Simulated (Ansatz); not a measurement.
# CH3BSTe: the cost of one run

Computed with Ansatz 0.2.0, Gaussian basis. Level: the settings change from run to run.

### Step 1. The relaxed structure

The structure was relaxed beforehand with PBE0-D4 in a triple-zeta def2 set. Te takes a core potential in def2 sets; no spin-orbit term is included.

SMILES `[TeH]B1CS1`, 7 atoms, charge 0, spin multiplicity 1.

Atoms are counted from 1 here; the program's logs count them from 0.

Bond lengths: Te1–B2 2.101 Å, Te1–H5 1.659 Å, B2–C3 1.531 Å, B2–S4 1.748 Å, C3–S4 1.857 Å, C3–H6 1.086 Å, C3–H7 1.086 Å. Angles: B2–Te1–H5 93.8°, Te1–B2–C3 149.1°, Te1–B2–S4 142.3°, C3–B2–S4 68.6°, B2–C3–S4 61.2°, B2–C3–H6 120.8°, B2–C3–H7 120.8°, S4–C3–H6 114.2°, S4–C3–H7 114.2°, H6–C3–H7 114.0°, B2–S4–C3 50.2°.

### Step 2. wB97/def2-SVPD

This run has unrestricted orbitals, atoms shaken by 0.15 Å, a point charge of -1.00 e beside it, high accuracy.

Input file in.yaml:

```yaml
crystal:
  periodic: [false, false, false]
  atoms:
    - {symbol: Te, position_ang: [-1.974892, 1.037608, -0.888521]}
    - {symbol: B, position_ang: [-0.173465, -0.335445, -0.180949]}
    - {symbol: C, position_ang: [0.939087, -0.371737, 0.231985]}
    - {symbol: S, position_ang: [0.326569, -2.251736, -0.370438]}
    - {symbol: H, position_ang: [-1.669370, 2.075926, -0.454245]}
    - {symbol: H, position_ang: [1.696208, 0.113973, 0.180648]}
    - {symbol: H, position_ang: [0.594070, -0.505000, 1.589445]}
basis:
  gaussian: {orbitals: def2-SVPD, point_charges: [{charge: -1.00, position_ang: [6.118, 0.664, -0.138]}]}
magnetization: {spin_polarized: true, initial_magnetization: 0}
hamiltonian: {xc: {name: wB97}}
accuracy: high
```

Started as:

```
$ ansatz run in.yaml --threads 2 --pin off --events-out ev --progress --plain --max-ram 4352MiB
```

What time and memory should one allow on 2 threads of Arm Neoverse V2, shared host?

About 44 s, with a peak of 1.2 GiB.
